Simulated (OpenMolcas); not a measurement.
# Sn: CASSCF and CASPT2 terms and fine-structure levels

Which level of Sn lies lowest, and where do the others fall? The reference wave functions come first, then spin-orbit coupling, then second-order correlation under several settings.

The numbers are computed with OpenMolcas 26.06 (state-averaged CASSCF and CASPT2, spin-orbit coupling by RASSI with atomic mean-field integrals), except any that are marked as measured or tabulated.

### 1 What is computed

- Species: Sn (tin, Z = 50, 50 electrons)
- Basis: ANO-RCC-VTZP [7s6p4d2f1g], 68 functions
- Scalar Hamiltonian: X2C, point nucleus
- Inactive shells: 1s 2s 2p 3s 3p 3d 4s 4p 4d
- Active space: 4 electrons in 4 orbitals (5s 5p)
- Some configurations of this space: 5p⁴, 5s 5p³, 5s² 5p²
- Orbitals: optimised for the highest spin of each parity, averaged over the low roots

The outer shells:

5p4
```
5p [↑↓][↑ ][↑ ]
```

5s 5p3
```
5s [↑ ]
5p [↑ ][↑ ][↑ ]
```

5s2 5p2
```
5s [↑↓]
5p [↑ ][↑ ][  ]
```

The work runs as a chain of OpenMolcas steps in one folder; each step below is one input file. Labels, J, g values, rates, χT and fits are worked out afterwards by a script from the matrices that RASSI stores.

### 2 Basis and integrals

Contents of a.inp:

```
&GATEWAY
Coord
1

Sn 0.0 0.0 0.0
Basis=ANO-RCC-VTZP
Group=XYZ
NoMove
AngMom=0.0 0.0 0.0
AMFI
RX2C
&SEWARD
```

Launch:

```sh
$ OMP_NUM_THREADS=1 MOLCAS_MEM=2252 MOLCAS_PROJECT=a pymolcas a.inp > a.log
```

### 3 Reference wave functions, triplets of even parity, 3 roots

Contents of a.inp:

```
&RASSCF
FileOrb=start.orb
Symmetry=1
Spin=3
nActEl=4 0 0
Inactive=14 9
Ras2=1 3
CIRoot=3 3 1
SDav=6
CIMx=300
Iter=120 100
PrWF=0.3
OrbListing=Nothing
MaxOrb=0
Atom
>>> COPY $Project.JobIph JOB001
```

start.orb holds the contracted functions of the basis, ordered by shell, or the orbitals of the step before.

### 4 CASSCF: singlets of even parity, 12 roots

Contents of a.inp:

```
&RASSCF
FileOrb=start.orb
Symmetry=1
Spin=1
nActEl=4 0 0
Inactive=14 9
Ras2=1 3
CIRoot=12 12 1
SDav=12
CIMx=300
Iter=120 100
PrWF=0.3
OrbListing=Nothing
MaxOrb=0
Atom
CIOnly
>>> COPY $Project.JobIph JOB002
```

### 5 Reference wave functions, quintets of odd parity, 1 root

Contents of a.inp:

```
&RASSCF
FileOrb=start.orb
Symmetry=2
Spin=5
nActEl=4 0 0
Inactive=14 9
Ras2=1 3
CIRoot=1 1 1
SDav=1
CIMx=300
Iter=120 100
PrWF=0.3
OrbListing=Nothing
MaxOrb=0
Atom
>>> COPY $Project.JobIph JOB003
```

### 6 Reference wave functions, triplets of odd parity, 9 roots

Contents of a.inp:

```
&RASSCF
FileOrb=start.orb
Symmetry=2
Spin=3
nActEl=4 0 0
Inactive=14 9
Ras2=1 3
CIRoot=9 9 1
SDav=9
CIMx=300
Iter=120 100
PrWF=0.3
OrbListing=Nothing
MaxOrb=0
Atom
CIOnly
>>> COPY $Project.JobIph JOB004
```

### 7 State interaction with spin-orbit coupling

Contents of a.inp:

```
&RASSI
NrOfJobIphs=3 3 6 1
1 2 3
1 2 3 4 5 6
1
IphNames
JOB001
JOB002
JOB003
EJob
SpinOrbit
DIPRint=1.0
SOCoupling=1000.0
Subsets=2
MEES
Property=10
'ANGMOM' 1 'ANGMOM' 2 'ANGMOM' 3 'MLTPL  1' 1 'MLTPL  1' 2 'MLTPL  1' 3
'AMFI' 1 'AMFI' 2 'AMFI' 3 'MLTPL  2' 6
SOProperty=3
'ANGMOM' 1 'ANGMOM' 2 'ANGMOM' 3
```

### 8 CASPT2: IPEA 0.3, imaginary shift 0.15 (closed shells correlated: none)

Contents of a.inp:

```
>>> COPY JOB001 $Project.JobIph
&CASPT2
Multistate=3 1 2 3
Frozen=14 9
IPEA=0.3
Imaginary=0.15
MaxIter=60
WThr=0.0 0.3 0.05
PrWF=0.5
NoMix
>>> COPY JOB002 $Project.JobIph
&CASPT2
Multistate=6 1 2 3 4 5 6
Frozen=14 9
IPEA=0.3
Imaginary=0.15
MaxIter=60
WThr=0.0 0.3 0.05
PrWF=0.5
NoMix
>>> COPY JOB003 $Project.JobIph
&CASPT2
Multistate=1 1
Frozen=14 9
IPEA=0.3
Imaginary=0.15
MaxIter=60
WThr=0.0 0.3 0.05
PrWF=0.5
NoMix
```

### 9 CASPT2: IPEA 0.3, sigma2 regulariser 0.05 (closed shells correlated: none)

a.inp, as its differences from that of step 8:

```diff
@@ -3,5 +3,6 @@
 Multistate=3 1 2 3
+NoMult
 Frozen=14 9
 IPEA=0.3
-Imaginary=0.15
+Sig2=0.05
 MaxIter=60
@@ -13,5 +14,6 @@
 Multistate=6 1 2 3 4 5 6
+NoMult
 Frozen=14 9
 IPEA=0.3
-Imaginary=0.15
+Sig2=0.05
 MaxIter=60
@@ -25,3 +27,3 @@
 IPEA=0.3
-Imaginary=0.15
+Sig2=0.05
 MaxIter=60
```

### 10 CASPT2: IPEA 0.2, imaginary shift 0.05 (closed shells correlated: 4d)

a.inp, as its differences from that of step 9:

```diff
@@ -4,5 +4,5 @@
 NoMult
-Frozen=14 9
-IPEA=0.3
-Sig2=0.05
+Frozen=9 9
+IPEA=0.2
+Imaginary=0.05
 MaxIter=60
@@ -15,5 +15,5 @@
 NoMult
-Frozen=14 9
-IPEA=0.3
-Sig2=0.05
+Frozen=9 9
+IPEA=0.2
+Imaginary=0.05
 MaxIter=60
@@ -25,5 +25,5 @@
 Multistate=1 1
-Frozen=14 9
-IPEA=0.3
-Sig2=0.05
+Frozen=9 9
+IPEA=0.2
+Imaginary=0.05
 MaxIter=60
```

(Steps that only read results are left out.)

Q: Predict the outcome of this session. Wanted: lowest level; first excited level; lowest level of another term; spin-orbit lowering of the lowest level; strongest of the lines computed, by gA, at CASSCF energies.

The runs gave:

```
                                                  quantity                                                                       value
                                                    method  SS-CASPT2, IPEA 0.3, imaginary shift 0.15 (closed shells correlated: none)
                                              lowest level                                              5s² 5p² ³P₀, 97 % of that term
                               ground level listed by NIST                                                                         3P0
                                       first excited level                                                    5s² 5p² ³P₁ at 1486 cm⁻¹
                              lowest level of another term                                                    5s² 5p² ¹D₂ at 8540 cm⁻¹
                   spin-orbit lowering of the lowest level                                                                   2467 cm⁻¹
strongest of the lines computed, by gA, at CASSCF energies                         5s² 5p² ¹S₀ → 5s² 5p² ³P₁, 617 nm, A = 6.11e+00 s⁻¹
```

What each method costs and misses:

| method | time of its own steps | time with the reference | mean absolute difference from the measured levels (cm-1) |
| --- | --- | --- | --- |
| A. CASSCF | 11 s | 11 s | 2900 |
| B. SS-CASPT2, IPEA 0.3, imaginary shift 0.15, +none | 1.6 s | 13 s | 1700 |
| C. SS-CASPT2, IPEA 0.3, sigma2 regulariser 0.05, +none | 1.5 s | 13 s | 1700 |
| D. SS-CASPT2, IPEA 0.2, imaginary shift 0.05, +4d | 2.2 s | 13 s | 580 |

Times are of one thread on a shared host.

**Reading.** The multiplet ³P is regular; its intervals divided by the larger J differ by 61 % of their mean, where Landé's rule for pure LS coupling makes them equal. Second-order correlation (method B) scales the levels of the lowest configuration above 5000 cm⁻¹ by 0.81 to 0.93. Method D lies closest to the measured levels (580 cm⁻¹ on average) and A farthest (2900). Only the configurations of the active space and the roots asked for are present. The singlets, triplets rest on orbitals optimised for another spin in at least one step, which raises them against the optimised states. Not all states of the active space went into the spin-orbit step. CASPT2 does not keep the components of a term degenerate, and the means are used. No d shell is active. Only valence configurations of the active space appear, up to the ionisation limit; * or ° marks odd parity.
